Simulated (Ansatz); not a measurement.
**GeNH₂+ (triplet): the correlation ladder, cc-pVTZ**

The task here is to estimate one member of a computed series from the others.

The runs use Ansatz 0.2.0, Gaussian basis; cc-pVTZ, core rule «outside noble gas», up to 15 orbitals frozen.

Plan: UHF; CCSD(T) on ROHF; CCSD(T) on UHF; BCCD(T) on ROHF; CCSDT(Q) on ROHF; CCSDT(Q) on UHF; CASSCF and MRCISD+Q, 10 electrons in 10 orbitals; CASSCF and NEVPT2, 10 electrons in 10 orbitals.

3 further runs of the same task are left out: 3 set aside as unsound or not needed.

### The system

The geometry is a PBE0/def2-TZVP stationary point (not a proven minimum) of the parent state, kept for this charge and spin. No spin-orbit coupling is included. The filled d shell of Ge may be among the frozen orbitals whatever the setting's name suggests; the logs give the count.

4 atoms, charge 1, spin multiplicity 3.

Atoms are counted from 1 here; the program's logs count them from 0.

Bond lengths: Ge1–N2 2.315 Å, N2–H3 1.021 Å, N2–H4 1.021 Å. Angles: Ge1–N2–H3 125.6°, Ge1–N2–H4 125.6°, H3–N2–H4 108.9°.

The first run:

File in.yaml:

```yaml
crystal:
  periodic: [false, false, false]
  atoms:
    - {symbol: Ge, position_ang: [0.000000, 0.000000, 0.431903]}
    - {symbol: N, position_ang: [0.000000, 0.000000, -1.883353]}
    - {symbol: H, position_ang: [0.000000, 0.830871, -2.477269]}
    - {symbol: H, position_ang: [0.000000, -0.830871, -2.477269]}
basis:
  gaussian: {orbitals: cc-pVTZ}
total_charge: 1
magnetization: {spin_polarized: true, initial_magnetization: 2}
hamiltonian: {xc: hf}
output: {orbitals: {seedname: orbitals}}
```

Run with:

```sh
> ansatz run in.yaml --threads 1 --pin off --events-out ev --progress --plain --max-ram 4096MiB --backend cpu
```

Among the steps run: UHF; CCSD(T) on ROHF; CCSD(T) on UHF; BCCD(T) on ROHF; CCSDT(Q) on ROHF; CCSDT(Q) on UHF; CASSCF and MRCISD+Q, 10 electrons in 10 orbitals; CASSCF and NEVPT2, 10 electrons in 10 orbitals.

One table of the session follows, with a row left open; its other results are not shown here.

```
          method  from UCCSDT(Q) (kJ/mol)
            ROHF                   +728.1
             UHF                   +703.5
            RMP2                   +100.5
            UMP2                   +103.0
           RCCSD                    +25.1
           UCCSD                        ?
        RCCSD(T)                     +3.6
        UCCSD(T)                     +3.2
         BCCD(T)                     +3.6
          RCCSDT                     +1.4
          UCCSDT                     +0.9
       RCCSDT(Q)                     +0.5
       UCCSDT(Q)                        0
  CASSCF valence                   +488.6
  NEVPT2 valence                   +105.8
  MRCISD valence                    +35.3
MRCISD+Q valence                     +6.1
```

**Question.** Estimate the row for UCCSD.

The run gave: from UCCSDT(Q) (kJ/mol): +24.1. In the column «from UCCSDT(Q) (kJ/mol)» it lies between MRCISD+Q valence (+6.1) and RCCSD (+25.1).

To keep in mind: Restricted and unrestricted rows rest on different reference determinants; where their highest levels disagree by more than a few hundredths of an eV, they describe different states and don't form one ladder.
